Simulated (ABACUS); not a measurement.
**HfIn4SiO6 in ABACUS: the effect of functional**

Crystal: HfIn4SiO6.

```xyz
12
Lattice="5.1697 0.0000 0.0000 -2.5849 4.4771 0.0000 0.0000 0.0000 10.3435" Properties=species:S:1:pos:R:3 pbc="T T T"
Hf    2.5849    1.4923    0.0000
In    0.0000    0.0000    3.1492
In    0.0000    0.0000    7.1943
In    0.0000    2.9847    8.1630
In    0.0000    2.9847    2.1805
Si    0.0000    0.0000    0.0000
O     3.2079    3.1562    9.3063
O     1.4555    0.1209    1.0372
O     0.8324    1.2000    9.3063
O     1.9618    3.1562    1.0372
O     3.7142    0.1209    9.3063
O     4.3373    1.2000    1.0372
```

The cell was built by a generator and needn't be a form met in nature.

The cell isn't the ideal one: volume scaled by 0.94.

Alike in all runs:

```yaml
Program: ABACUS 3.10.1
Task: equation of state
Potentials_or_basis: SG15 ONCV 1.2 PBE
Cutoff: 1361 eV
Density_cutoff: 5442 eV
Basis: DZP LCAO (the cutoffs set its grid)
k_mesh: 4 × 4 × 2
Occupations: fermi-dirac, width 0.05 eV
Spin: no spin polarisation
```

```csv
functional,pressure (GPa),largest force (eV/Å)
LDA,2.3,0.76
PBEsol,4.9,0.66
WC,?,?
SOGGA,4.4,0.68
SCAN,3.4,0.59
```

What does the run with functional WC give?

Pressure 4.9 GPa; largest force 0.64 eV/Å.

Caveats: the atomic orbitals were generated for these runs and aren't a published set; the potentials were made for another functional, which shifts forces and pressure; the basis of atomic orbitals isn't converged, which shifts pressures, moduli and gaps.

Runs at the PBE level aren't shown here.
